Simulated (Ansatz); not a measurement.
CdBr:

```
Cd Br
1.0
     0.00000    3.07239    3.07239
     3.07239    0.00000    3.07239
     3.07239    3.07239    0.00000
Cd Br
1 1
Direct
  0.00000 0.00000 0.00000
  0.50000 0.50000 0.50000
```

The cell was built by a generator and needn't be a form met in nature.

```yaml
Program: Ansatz 0.2.0
Task: relaxation of cell and atoms
Functional: LDA
Potentials_or_basis: Ansatz PAW
Cutoff: "420 eV (not typed: the program's choice for these potentials)"
k_mesh: 6 × 6 × 6
Occupations: fermi-dirac, width 0.05 eV
Spin: no spin polarisation
```

At the start: volume 29.00 Å³/atom.

Problem. Where does the relaxation end?

Solution. It ends after 5 steps and the volume is 26.51 Å³/atom (-8.6 %); space group Fm-3m (No. 225, to 0.05 Å).

The path:
| step | energy change (eV) | largest force (eV/Å) | volume (Å³) |
| --- | --- | --- | --- |
| 1 | 0.0000 | 0.0000 | 58.00 |
| 2 | -0.0478 | 0.0000 | 53.49 |
| 3 | -0.0484 | 0.0000 | 52.93 |
| 4 | -0.0484 | 0.0000 | 53.02 |
| 5 | -0.0475 | 0.0000 | 53.02 |

Final structure:
```yaml
crystal:
  lattice:
    - [0.00000, 2.98170, 2.98170]
    - [2.98170, 0.00000, 2.98170]
    - [2.98170, 2.98170, 0.00000]
  atoms:
    - { symbol: Cd, position: [0.00000, 0.00000, 0.00000] }
    - { symbol: Br, position: [0.50000, 0.50000, 0.50000] }
```

Caveat: the plane-wave basis is chosen anew once the cell has moved, so the energies of steps on either side of that aren't comparable; an odd number of electrons without spin polarisation forces a metal; a magnetic or distorted state may lie lower; the PAW data sets come from PBE, with cores solved anew for the run's functional, which leaves a small shift of forces and pressure.
